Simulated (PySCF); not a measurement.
# C3H5FSSi: the cost of one run

The runs use PySCF 2.14.0, with density-fitted response routines of our own; the level of theory stands in each step. All values are computed, except where a source is named. Atoms are numbered from 0 throughout.

## 1. The molecule as given

11 atoms, charge 0, multiplicity 1; geometry from: GFN2-xTB. The atoms were then displaced at random by about 0.01 Å, so the start is not that level's minimum.

Bonds of the start (Å): F0–Si1 1.60, Si1–C2 1.85, C2–C3 1.37, C3–S4 1.74, S4–C5 1.82, C5–Si1 1.92, Si1–H6 1.45, C2–H7 1.09, C3–H8 1.04, C5–H9 1.08, C5–H10 1.09.

## 2. Geometry optimisation at PBE0-D3(BJ)/def2-SVP

What the job is given:

```
{"job": {"xc": "PBE0", "basis": "def2-SVP", "d3": "d3bj", "grid": 1, "shake": 0.01, "kind": "geom"}, "charge": 0, "multiplicity": 1}
F     -1.807550    -1.490880    -0.720890
Si    -0.765580    -0.846120     0.314900
C      0.980250    -0.911000    -0.292130
C      1.603240     0.288900    -0.480750
S      0.701060     1.757830    -0.212400
C     -0.918370     1.065290     0.265220
H     -1.098610    -1.439480     1.595280
H      1.585670    -1.800410    -0.465090
H      2.580970     0.449900    -0.793550
H     -1.638460     1.402040    -0.460580
H     -1.184520     1.498100     1.234320
```

Command:

```
$ OMP_NUM_THREADS=1 python probes_run.py task.json out
```

The driver reads the jobs from task.json and runs them one after another.

**Question.** How long does this first job take on 1 thread of Intel Xeon 6975P-C, shared host, and how much memory does it need?

About 35 s, with a peak of 0.52 GiB.
